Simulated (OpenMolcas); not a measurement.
# Zr³⁺ among point charges: CASSCF and CASPT2 levels, g values and susceptibility

Aim: the splitting of the states of Zr³⁺ in the field of 6 point charges, its lowest levels with spin-orbit coupling and its magnetic susceptibility.

Program: OpenMolcas 26.06. Level of theory: state-averaged CASSCF and CASPT2, spin-orbit coupling by RASSI with atomic mean-field integrals. These are calculated values, not measurements, unless marked.

## Step 1: Starting point

```
Species                           : Zr³⁺ (zirconium, Z = 40, 37 electrons)
Basis                             : ANO-RCC-VDZP [6s5p3d1f], 43 functions
Scalar Hamiltonian                : DKH2, point nucleus
Inactive shells                   : 1s 2s 2p 3s 3p 3d 4s 4p
Active space                      : 1 electron in 5 orbitals (4d)
Some configurations of this space : 4d
Orbitals                          : optimised for each spin and parity, averaged over all roots
```

Outer shells as boxes (Hund's rule):

4d
```
4d [↑ ][  ][  ][  ][  ]
```

The ion sits among 6 point charges of -0.75 e arranged as an octahedron (Oh), 2.01 Å from the ion.

The work runs as a chain of OpenMolcas steps in one folder; each step below is one input file. The outputs are cut to the sections that carry results. Labels, J, g values, rates, χT and fits are worked out afterwards by a script from the matrices that RASSI stores. The input lists half of the charges; inversion (Group=XYZ) makes the rest.

## Step 2: GATEWAY and SEWARD: basis and integrals

a.inp

```
&GATEWAY
Coord
1

Zr 0.0 0.0 0.0
Basis=ANO-RCC-VDZP
Group=XYZ
NoMove
AngMom=0.0 0.0 0.0
AMFI
XField
3 Angstrom 0
2.010000 0.000000 0.000000 -0.750000
0.000000 2.010000 0.000000 -0.750000
0.000000 0.000000 2.010000 -0.750000
&SEWARD
```

Started as:

```console
$ OMP_NUM_THREADS=1 MOLCAS_MEM=1689 MOLCAS_PROJECT=a pymolcas a.inp > a.log
```

## Step 3: CASSCF: doublets of even parity, 5 roots

a.inp

```
&RASSCF
FileOrb=start.orb
Symmetry=1
Spin=2
nActEl=1 0 0
Inactive=9 9
Ras2=5 0
CIRoot=5 5 1
SDav=5
CIMx=300
Iter=120 100
PrWF=0.3
OrbListing=Nothing
MaxOrb=0
>>> COPY $Project.JobIph JOB001
```

start.orb holds the contracted functions of the basis, ordered by shell, or the orbitals of the step before.

## Step 4: State interaction with spin-orbit coupling

a.inp

```
&RASSI
NrOfJobIphs=1 5
1 2 3 4 5
IphNames
JOB001
EJob
SpinOrbit
DIPRint=1.0
SOCoupling=1000.0
Subsets=2
Property=9
'ANGMOM' 1 'ANGMOM' 2 'ANGMOM' 3 'MLTPL  1' 1 'MLTPL  1' 2 'MLTPL  1' 3
'AMFI' 1 'AMFI' 2 'AMFI' 3
SOProperty=3
'ANGMOM' 1 'ANGMOM' 2 'ANGMOM' 3
```

## Step 5: CASPT2: IPEA 0.25, imaginary shift 0.1 (closed shells correlated: 4s 4p)

a.inp

```
>>> COPY JOB001 $Project.JobIph
&CASPT2
Multistate=5 1 2 3 4 5
NoMult
Frozen=8 6
IPEA=0.25
Imaginary=0.1
MaxIter=60
WThr=0.0 0.3 0.05
PrWF=0.5
NoMix
```

(Steps that only read results are left out.)

Before running it: what results should come out? Wanted: spin-free ground state; first state of the same spin; lowest level; next level.

**Answer**, as computed:

| quantity | value |
| --- | --- |
| method | SS-CASPT2, IPEA 0.25, imaginary shift 0.1 (closed shells correlated: 4s 4p) |
| spin-free ground state | 2T2, 3-fold in its orbital part |
| first state of the same spin | 2E at 9030 cm⁻¹ |
| lowest level | 4-fold Γ8 |
| next level | 744.4 cm⁻¹ |
| χT at 300 K | 0.21 cm³ K/mol |
| effective moment at 300 K | 1.31 μB |

Cost by method:

```
                                              method  time of its own steps  time with the reference
                                           A. CASSCF                  1.6 s                    1.6 s
B. SS-CASPT2, IPEA 0.25, imaginary shift 0.1, +4s 4p                 0.52 s                    2.1 s
```

Times are of one thread on a shared host.

**Reading.** The spin-free ground state (2T2) comes to 100 % from free-ion D terms and keeps the highest spin of the shell. χT at 300 K is 0.21, against 0.38 cm³ K/mol for the spin alone, so orbital moment lowers it. A ligand-field fit to the states below 45000 cm-1 gives 10Dq = 9026 cm-1, the gap between the two states. Point charges give too small a field for d ions at true ligand charges. Point charges carry no covalency, so the field is a model and not that of real ligands.
